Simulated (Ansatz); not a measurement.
# C3H12AlNO2Si: a ladder of functionals and wavefunction methods

An exercise on one series of results from a longer session: the logs are not shown, and one member is left open.

Program: Ansatz 0.2.0, Gaussian basis. Level of theory: functionals in def2-TZVPP, the program's frozen cores in correlated methods. These are calculated values, not measurements.

Plan: LDA (SPW92), PBE-D4, revPBE-D4, BLYP-D4, r2SCAN-D4, B97M-V, PBE0-D4, B3LYP-D4, r2SCANh-D4, r2SCAN0-D4, HSE06-D4, BHLYP-D4, CAM-B3LYP-D4, LC-ωPBE, ωB97X-V, ωB97M-V, B2PLYP, PBE-QIDH; CCSD(T)/def2-SVP; CCSD(T)/def2-TZVPP; MP2/def2-QZVPP; extrapolation to the limit; RPA on PBE.

1 further run of the same task is left out (it didn't finish).

**The relaxed structure**

The geometry comes from an earlier relaxation with PBE0-D4 in a triple-zeta def2 set; it is a stationary point, not always the lowest conformer.

SMILES `C[O][Al]([O][SiH3])[N](C)C`, 20 atoms, charge 0, spin multiplicity 1.

Atoms are counted from 1 here; the program's logs count them from 0.

Bond lengths: C1–O2 1.396 Å, C1–H9 1.095 Å, C1–H10 1.095 Å, C1–H11 1.097 Å, O2–Al3 1.682 Å, Al3–O4 1.683 Å, Al3–N6 1.759 Å, O4–Si5 1.619 Å, Si5–H12 1.488 Å, Si5–H13 1.490 Å, Si5–H14 1.488 Å, N6–C7 1.443 Å, N6–C8 1.442 Å, C7–H15 1.092 Å, C7–H16 1.100 Å, C7–H17 1.100 Å, C8–H18 1.100 Å, C8–H19 1.092 Å and more. Angles: O2–C1–H9 110.2°, O2–C1–H10 110.2°, O2–C1–H11 112.7°, H9–C1–H10 107.8°, H9–C1–H11 107.9°, H10–C1–H11 107.9°, C1–O2–Al3 134.4°, O2–Al3–O4 121.4°, O2–Al3–N6 118.5°, O4–Al3–N6 120.1°, Al3–O4–Si5 168.6°, O4–Si5–H12 110.2°, O4–Si5–H13 110.7°, O4–Si5–H14 110.2°, H12–Si5–H13 108.5°, H12–Si5–H14 108.7°, H13–Si5–H14 108.4°, Al3–N6–C7 123.2° and more.

Set-up of the first run:

The input, in.yaml:

```yaml
crystal:
  periodic: [false, false, false]
  atoms:
    - {symbol: C, position_ang: [0.812568, 2.588603, 1.503972]}
    - {symbol: O, position_ang: [-0.082042, 1.594188, 1.103022]}
    - {symbol: Al, position_ang: [0.038357, 0.221886, 0.138646]}
    - {symbol: O, position_ang: [1.489837, -0.209681, -0.596026]}
    - {symbol: Si, position_ang: [2.999698, -0.359208, -1.159961]}
    - {symbol: N, position_ang: [-1.395909, -0.768915, -0.093420]}
    - {symbol: C, position_ang: [-2.673510, -0.461777, 0.503199]}
    - {symbol: C, position_ang: [-1.424989, -1.967063, -0.894866]}
    - {symbol: H, position_ang: [0.891241, 2.608061, 2.596338]}
    - {symbol: H, position_ang: [0.457052, 3.571348, 1.175874]}
    - {symbol: H, position_ang: [1.820257, 2.440802, 1.095660]}
    - {symbol: H, position_ang: [2.995064, -0.364476, -2.647846]}
    - {symbol: H, position_ang: [3.851045, 0.771424, -0.695012]}
    - {symbol: H, position_ang: [3.604334, -1.631263, -0.680407]}
    - {symbol: H, position_ang: [-2.611425, 0.449670, 1.101141]}
    - {symbol: H, position_ang: [-3.450022, -0.312021, -0.261000]}
    - {symbol: H, position_ang: [-3.017398, -1.273849, 1.160206]}
    - {symbol: H, position_ang: [-2.146299, -1.884006, -1.720909]}
    - {symbol: H, position_ang: [-0.443417, -2.168572, -1.329314]}
    - {symbol: H, position_ang: [-1.714423, -2.845150, -0.299299]}
basis:
  gaussian: {orbitals: def2-TZVPP}
hamiltonian: {xc: lda}
output: {orbitals: {seedname: orbitals}}
```

Among the steps run: LDA; PBE-D4 (GGA); revPBE-D4 (GGA); BLYP-D4 (GGA); r2SCAN-D4 (meta-GGA); B97M-V (meta-GGA); PBE0-D4 (hybrid); B3LYP-D4 (hybrid); r2SCANh-D4 (hybrid); r2SCAN0-D4 (hybrid); HSE06-D4 (hybrid); BHLYP-D4 (hybrid); CAM-B3LYP-D4 (range-separated); LC-ωPBE-D4 (range-separated; the results give it without D4); ωB97X-V (range-separated); ωB97M-V (range-separated); B2PLYP (double hybrid); PBE-QIDH (double hybrid).

One table of the session follows, with a row left open; its other results are not shown here.

It belongs to the step «Orbital energies across the functionals». 

| functional | HOMO (eV) | gap (eV) |
| --- | --- | --- |
| LDA (SPW92) | -5.15 | 3.71 |
| PBE-D4 | -5.04 | 3.87 |
| revPBE-D4 | -4.99 | 3.98 |
| BLYP-D4 | ? | ? |
| r2SCAN-D4 | -5.25 | 4.50 |
| B97M-V | -5.41 | 4.31 |
| PBE0-D4 | -6.31 | 6.00 |
| B3LYP-D4 | -6.09 | 5.54 |
| r2SCANh-D4 | -5.73 | 5.25 |
| r2SCAN0-D4 | -6.46 | 6.39 |
| HSE06-D4 | -5.91 | 5.23 |
| BHLYP-D4 | -7.52 | 8.00 |
| CAM-B3LYP-D4 | -7.67 | 8.28 |
| LC-ωPBE | -9.00 | 10.88 |
| ωB97X-V | -8.68 | 10.30 |
| ωB97M-V | -8.61 | 9.88 |

Q: Estimate the row for BLYP-D4 from the others.

Worked estimate for «HOMO (eV)». Against the share of exact exchange, B3LYP-D4 (0.2, -6.09), BHLYP-D4 (0.5, -7.52) give a slope of -4.77 per unit share; at 0 the line stands at -5.14.

**Answer.** HOMO (eV): -4.92; gap (eV): 3.86. In «HOMO (eV)» the line misses by -0.22.
